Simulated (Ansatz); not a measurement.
# C8H8, 16 atoms: making the run faster

Wanted: the time that a single point at HF takes for C8H8, and which launch flags, input keys and shares of the machine shorten it.

Program: Ansatz 0.2.0 (single point, HF, Gaussian basis). Host: Arm Neoverse N1, 56 cores, 56 hardware threads, 90 GiB; it was booked for these runs alone, one at a time. Each run is timed once from launch to exit, start-up included.

## 1. The job

A molecule of 16 atoms and 56 electrons, SMILES C=Cc1ccccc1, in the basis def2-tzvp.

## 2. First run

Contents of input.yaml:

```yaml
crystal:
  periodic: [false, false, false]
  atoms:
    - { symbol: C, position_ang: [-2.7600, -0.7500, -0.2900] }
    - { symbol: C, position_ang: [-1.9000, 0.2700, -0.1600] }
    - { symbol: C, position_ang: [-0.4400, 0.1700, -0.0300] }
    - { symbol: C, position_ang: [0.2600, -1.0400, -0.0300] }
    - { symbol: C, position_ang: [1.6500, -1.0700, 0.0900] }
    - { symbol: C, position_ang: [2.3700, 0.1200, 0.2200] }
    - { symbol: C, position_ang: [1.6900, 1.3300, 0.2200] }
    - { symbol: C, position_ang: [0.3000, 1.3600, 0.1000] }
    - { symbol: H, position_ang: [-3.8300, -0.5500, -0.3700] }
    - { symbol: H, position_ang: [-2.4600, -1.7900, -0.3100] }
    - { symbol: H, position_ang: [-2.3100, 1.2800, -0.1400] }
    - { symbol: H, position_ang: [-0.2600, -1.9900, -0.1200] }
    - { symbol: H, position_ang: [2.1800, -2.0200, 0.0900] }
    - { symbol: H, position_ang: [3.4500, 0.0900, 0.3200] }
    - { symbol: H, position_ang: [2.2500, 2.2600, 0.3200] }
    - { symbol: H, position_ang: [-0.2000, 2.3200, 0.1000] }
basis:
  gaussian: { orbitals: def2-tzvp }
hamiltonian: { xc: hf }
```

The run is started by

```sh
> taskset -c 8-63 ansatz run input.yaml --backend cpu --max-ram 64GiB --events-out ev --progress --plain --runs-dir out
```

## 3. Change: x pbe

Changes to input.yaml since step 2:

```diff
@@ -21,2 +21,2 @@
   gaussian: { orbitals: def2-tzvp }
-hamiltonian: { xc: hf }
+hamiltonian: { xc: pbe }
```

## 4. Change: x r2scan

Changes to input.yaml since step 3:

```diff
@@ -21,2 +21,2 @@
   gaussian: { orbitals: def2-tzvp }
-hamiltonian: { xc: pbe }
+hamiltonian: { xc: r2scan }
```

## 5. Change: x pbe0

Changes to input.yaml since step 4:

```diff
@@ -21,2 +21,2 @@
   gaussian: { orbitals: def2-tzvp }
-hamiltonian: { xc: r2scan }
+hamiltonian: { xc: pbe0 }
```

## 6. Change: f 3

Changes to input.yaml since step 5:

```diff
@@ -21,2 +21,2 @@
   gaussian: { orbitals: def2-tzvp }
-hamiltonian: { xc: pbe0 }
+hamiltonian: { xc: { name: wB97M-V } }
```

## 7. Change: f 2

Changes to input.yaml since step 6:

```diff
@@ -21,2 +21,2 @@
   gaussian: { orbitals: def2-tzvp }
-hamiltonian: { xc: { name: wB97M-V } }
+correlation: { method: mp2 }
```

## 8. Change: f 3

Changes to input.yaml since step 7:

```diff
@@ -21,2 +21,3 @@
   gaussian: { orbitals: def2-tzvp }
-correlation: { method: mp2 }
+hamiltonian: { xc: pbe0 }
+correlation: { method: rpa }
```

## 9. Change: f 60

Changes to input.yaml since step 8:

```diff
@@ -21,3 +21,2 @@
   gaussian: { orbitals: def2-tzvp }
-hamiltonian: { xc: pbe0 }
-correlation: { method: rpa }
+correlation: { method: ccsd_t }
```

(Steps that only read results are left out.)

Q: Predict the timings and the best choice. Wanted: reference; best change; worst change.

As calculated:

| quantity | value |
| --- | --- |
| reference | 1.3 s on 56 threads |
| best change | none beyond the noise |
| worst change | f 60: 56 times as slow |

**Reading.** Changes under about 24 % are taken as noise (0.3 s of jitter at start-up on so short a run). No change beats the defaults here. f 60 costs most. The figures hold for this build, input and host.
